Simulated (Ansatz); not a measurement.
# CH5GeS (SMILES [CH3][GeH][SH]): U-wB97M-V/cc-pVDZ

What is the electronic atomisation energy of CH5GeS at U-wB97M-V/cc-pVDZ? 

The results are computed with Ansatz 0.2.0.

30 further runs of the same task are left out: 1 that didn't finish, 29 set aside as unsound or not needed. Runs told in other sessions of the task aren't counted.

## Step 1: The molecule

The species is CH5GeS (8 atoms), meant as a doublet with charge 0. SMILES: `[CH3][GeH][SH]`. The shape is that of a PBE0-D4/def2-TZVP optimisation. This is one conformer, not always the lowest.

Bond lengths: C1–Ge2 1.967 Å, Ge2–S3 2.230 Å, C1–H4 1.092 Å, C1–H5 1.090 Å, C1–H6 1.091 Å, Ge2–H7 1.552 Å, S3–H8 1.343 Å. Angles: C1–Ge2–S3 110.3°, C1–Ge2–H7 111.2°, S3–Ge2–H7 103.3°, Ge2–C1–H4 108.9°, Ge2–C1–H5 110.3°, Ge2–C1–H6 109.7°, Ge2–S3–H8 94.5°, H4–C1–H5 109.3°, H4–C1–H6 109.5°, H5–C1–H6 109.1°.

## Step 2: The energy at U-wB97M-V/cc-pVDZ

File run.yaml:

```yaml
crystal:
  periodic: [false, false, false]
  atoms:
    - {symbol: C, position_ang: [-0.733300, 0.635200, -0.565800]}
    - {symbol: Ge, position_ang: [0.934600, -0.393300, -0.399900]}
    - {symbol: S, position_ang: [1.033800, -1.391600, 1.591200]}
    - {symbol: H, position_ang: [-0.786300, 1.357800, 0.251000]}
    - {symbol: H, position_ang: [-1.594800, -0.030400, -0.515000]}
    - {symbol: H, position_ang: [-0.745800, 1.162700, -1.520400]}
    - {symbol: H, position_ang: [2.173100, 0.541200, -0.392200]}
    - {symbol: H, position_ang: [-0.189100, -1.938700, 1.495000]}
basis:
  gaussian: {orbitals: cc-pVDZ}
magnetization: {spin_polarized: true, initial_magnetization: 1}
hamiltonian: {xc: {name: wB97M-V}}
accuracy: high
output: {orbitals: {seedname: orbitals}}
```

Run with:

```bash
ansatz run run.yaml --threads 1 --pin off --max-ram 2610MiB --events-out events.jsonl --progress --plain --runs-dir runs
```

Standard output:

```text
Warning: RAYON_NUM_THREADS=1 ignored (pool sized by the plan → 1); use --threads N
Functional definition: wB97M-V
  name "wB97M-V"
  parameter omega = 0.3/bohr
  parameter cx = 0.15
  parameter cx01 = 1.007
  parameter cx10 = 0.259
  parameter css00 = 0.443
  parameter css04 = -1.437
  parameter css10 = -4.535
  parameter css20 = -3.390
  parameter css43 = 4.278
  parameter cos00 = 1.000
  parameter cos10 = 1.358
  parameter cos20 = 2.924
  parameter cos21 = -8.812
  parameter cos60 = -1.390
  parameter cos61 = 9.142
  parameter b = 6.0
  parameter c = 0.01
  gx(w, u) = 1 - cx + cx01*u + cx10*w
  gss(w, u) = css00 + css04*u^4 + css10*w + css20*w^2 + css43*w^4*u^3
  gos(w, u) = cos00 + cos10*w + (cos20 + cos21*u)*w^2 + (cos60 + cos61*u)*w^6
  exchange = spin_sum(e_x_unif_sr(omega)*gx(b97_w, b97_u_x)) + cx*exact_x_sr(omega) + exact_x_lr(omega)
  correlation = spin_sum(e_c_pw_mod_same_spin*gss(b97_w, b97_u_same))
      + integral(e_c_pw_mod_opposite_spin*gos(b97_w_opposite, b97_u_opposite)) + vv10(b, c)
1953 factors; integrals over basis functions are off by at most 4.5e-9 eV
365 factors; integrals over basis functions are off by at most 2.3e-9 eV
mean field evaluation 1: about -68463.8131 eV, gradient 2.2e1 eV
mean field evaluation 2: about -68464.9281 eV, gradient 1.7e1 eV
mean field evaluation 4: about -68466.3365 eV, gradient 6.5e-1 eV
mean field evaluation 8: about -68466.4276 eV, gradient 3.2e-2 eV
mean field evaluation 16: about -68466.4276 eV, gradient 1.5e-4 eV
mean field -68466.42764383 eV, -2516.0948076991 hartree, gradient 3.0e-8 eV, S^2 0.752072; 0 other end points of the search recorded, 0 dependent functions left out
reference -68466.42764782 eV, -2516.0948078458 hartree; 30, 29 occupied and 54, 55 virtual orbitals, 1953 factors
Total energy: -68466.42764782 eV, -2516.0948078458 hartree
```

It took 2.3 min on 1 thread of Arm Neoverse V1, shared host; peak memory 1.1 GiB.

## Step 3: The C atom, same level

File molecule.yaml:

```yaml
crystal:
  periodic: [false, false, false]
  atoms:
    - {symbol: C, position_ang: [0.000000, 0.000000, 0.000000]}
basis:
  gaussian: {orbitals: cc-pVDZ}
magnetization: {spin_polarized: true, initial_magnetization: 2}
hamiltonian: {xc: {name: wB97M-V}}
accuracy: high
```

Run with:

```bash
ansatz run molecule.yaml --threads 1 --pin off --max-ram 2610MiB --events-out events.jsonl --progress --plain --runs-dir runs
```

Standard output, cut to the lines that bear on the results:

```text
Warning: RAYON_NUM_THREADS=1 ignored (pool sized by the plan → 1); use --threads N
[... 2 set-up lines as earlier in the session ...]
[...]
  gx(w, u) = 1 - cx + cx01*u + cx10*w
  gss(w, u) = css00 + css04*u^4 + css10*w + css20*w^2 + css43*w^4*u^3
  gos(w, u) = cos00 + cos10*w + (cos20 + cos21*u)*w^2 + (cos60 + cos61*u)*w^6
[...]
      + integral(e_c_pw_mod_opposite_spin*gos(b97_w_opposite, b97_u_opposite)) + vv10(b, c)
96 factors; integrals over basis functions are off by at most 1.3e-9 eV
60 factors; integrals over basis functions are off by at most 6.3e-10 eV
[...]
mean field -1029.63570268 eV, -37.8384141614 hartree, gradient 1.9e-8 eV, S^2 2.001367; 0 other end points of the search recorded, 0 dependent functions left out
reference -1029.63570448 eV, -37.8384142276 hartree; 4, 2 occupied and 10, 12 virtual orbitals, 96 factors
Total energy: -1029.63570448 eV, -37.8384142276 hartree
```

Run time: 1.9 s. Hardware: 1 thread of Arm Neoverse V1, shared host; peak memory 0.15 GiB.

## Step 4: The Ge atom at the same level

File molecule.yaml:

```yaml
crystal:
  periodic: [false, false, false]
  atoms:
    - {symbol: Ge, position_ang: [0.000000, 0.000000, 0.000000]}
basis:
  gaussian:
    orbitals: cc-pVDZ
magnetization:
  spin_polarized: true
  initial_magnetization: 2
hamiltonian:
  xc: {name: wB97M-V}
accuracy: high
```

Run the same way, it converges to -2076.77955 Eh (log not shown).

## Step 5: The H atom, same level

File job.yaml:

```yaml
crystal:
  periodic: [false, false, false]
  atoms:
    - {symbol: H, position_ang: [0.000000, 0.000000, 0.000000]}
basis:
  gaussian:
    orbitals: cc-pVDZ
accuracy: high
magnetization:
  spin_polarized: true
  initial_magnetization: 1
hamiltonian:
  xc: {name: wB97M-V}
```

Run the same way, it converges to -0.49171 Eh (log not shown).

## Step 6: The S atom, same level

File molecule.yaml:

```yaml
basis:
  gaussian:
    orbitals: cc-pVDZ
crystal:
  periodic: [false, false, false]
  atoms:
    - {symbol: S, position_ang: [0.000000, 0.000000, 0.000000]}
magnetization:
  spin_polarized: true
  initial_magnetization: 2
hamiltonian:
  xc: {name: wB97M-V}
accuracy: high
```

Run the same way, it converges to -398.08441 Eh (log not shown).

## Step 7: What came out

Level: U-wB97M-V/cc-pVDZ.

| quantity | value |
| --- | --- |
| molecule: total energy | -2516.09481 Eh |
| molecule: HOMO energy (highest over α and β) | -7.61 eV |
| molecule: LUMO energy (lowest over α and β) | -0.75 eV |
| molecule: ⟨S²⟩ | 0.752 |
| C atom: total energy | -37.83841 Eh |
| C atom: ⟨S²⟩ | 2.001 |
| Ge atom: total energy | -2076.77955 Eh |
| Ge atom: ⟨S²⟩ | 2.002 |
| H atom: total energy | -0.49171 Eh |
| H atom: ⟨S²⟩ | 0.750 |
| S atom: total energy | -398.08441 Eh |
| S atom: ⟨S²⟩ | 2.002 |
| electronic atomisation energy | 25.412 eV |

In words: Taking the molecule apart into free atoms costs 25.41 eV (586 kcal/mol), before zero-point energy and without spin-orbit coupling.
